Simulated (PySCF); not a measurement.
# RuH4: structure of the triplet

Aim: relax RuH4 as a triplet from a see-saw start, check by its vibrations whether the end is a minimum, and collect its spectrum and constants.

The runs use PySCF 2.14.0; PBE0, basis Ru x2c-TZVPall, H x2c-TZVPall, spin-free X2C, no spin–orbit coupling, density fitting.

## Step 1: The starting structure

5 atoms, charge 0, spin multiplicity 3.

Bond lengths: Ru1–H2 1.570 Å, Ru1–H3 1.570 Å, Ru1–H4 1.570 Å, Ru1–H5 1.570 Å. Angles: H2–Ru1–H3 170.0°, H2–Ru1–H4 86.9°, H2–Ru1–H5 86.9°, H3–Ru1–H4 86.9°, H3–Ru1–H5 86.9°, H4–Ru1–H5 104.0°.

```xyz
5
charge 0 multiplicity 3
Ru    0.0000    0.0000   -0.0210
H     0.0000    1.5640    0.1158
H     0.0000   -1.5640    0.1158
H     1.2372    0.0000    0.9456
H    -1.2372    0.0000    0.9456
```

## Step 2: Relaxation: see-saw start, triplet

One driver script runs all steps and calls PySCF; scf.py shows how it sets up the SCF of each step. The optimiser is the driver's own. Before each start the driver seeks the lowest SCF state from one or more starting densities and follows internal instabilities, so scf.py alone need not reach the same state.

The program finds C2v symmetry in the start, which this walk keeps.

scf.py reads:

```python
from pyscf import gto, scf, dft
mol = gto.M(atom='''
Ru     0.000000     0.000000    -0.020995
H      0.000000     1.564000     0.115805
H     -0.000000    -1.564000     0.115805
H      1.237200    -0.000000     0.945605
H     -1.237200     0.000000     0.945605''',
    basis={'Ru': 'x2c-TZVPall', 'H': 'x2c-TZVPall'},
    nucmod='G',
    charge=0, spin=2)
mf = dft.UKS(mol, xc='PBE0')
mf.grids.atom_grid = (50, 194)
aux = {'Ru': 'AutoAux', 'H': 'AutoAux'}  # AutoAux: made from the orbital basis
mf = mf.density_fit(auxbasis=aux).sfx2c1e()
mf.kernel()
```

The runs that follow: Vibrations and properties at this point; Leaving the saddle point; Hessian and properties; Following the imaginary mode; Is it a minimum? Harmonic modes.

What does the calculation give? Wanted: minimum; geometry; wavenumbers; dipole moment; highest occupied, lowest empty level; polar-tensor charge of Ru1; zero-point energy; ⟨S²⟩.

**Answer**, as computed:

| quantity | value |
| --- | --- |
| minimum | triplet, Cs |
| geometry | H–H 0.943 Å (×2), Ru–H 1.669 Å (×2), Ru–H 1.703 Å (×2); H–H–Ru 71.8° (×2), H–H–Ru 75.8° (×2), H–Ru–H 32.4° (×2), H–Ru–H 81.9°, H–Ru–H 109.2° (×2), H–Ru–H 127.1° |
| wavenumbers (cm⁻¹) | 226 (a''), 532 (a'), 617 (a'), 744 (a''), 976 (a'), 1744 (a''), 1772 (a'), 2292 (a''), 2309 (a') |
| dipole moment | 1.20 D |
| highest occupied, lowest empty level (either spin) | -5.60, -1.76 eV |
| polar-tensor charge of Ru1 | -0.22 e |
| zero-point energy | 67.1 kJ/mol |
| entropy at 298.15 K | 262.7 J/(mol K) |
| ⟨S²⟩ | 2.009 |

From C2v at the start the molecule goes to a Cs minimum, after a stop at a saddle point 45.4 kJ/mol higher, from which it was pushed off along an imaginary mode. In the infrared the band at 744 cm⁻¹ (a'') leads. Most of the spin sits on Ru1 (Mulliken spin 1.90, against 2 for the whole molecule). Other starts or spin states, not run here, may lie lower. Open d and f shells are described by one determinant, and the ground state may have another occupation or spin.
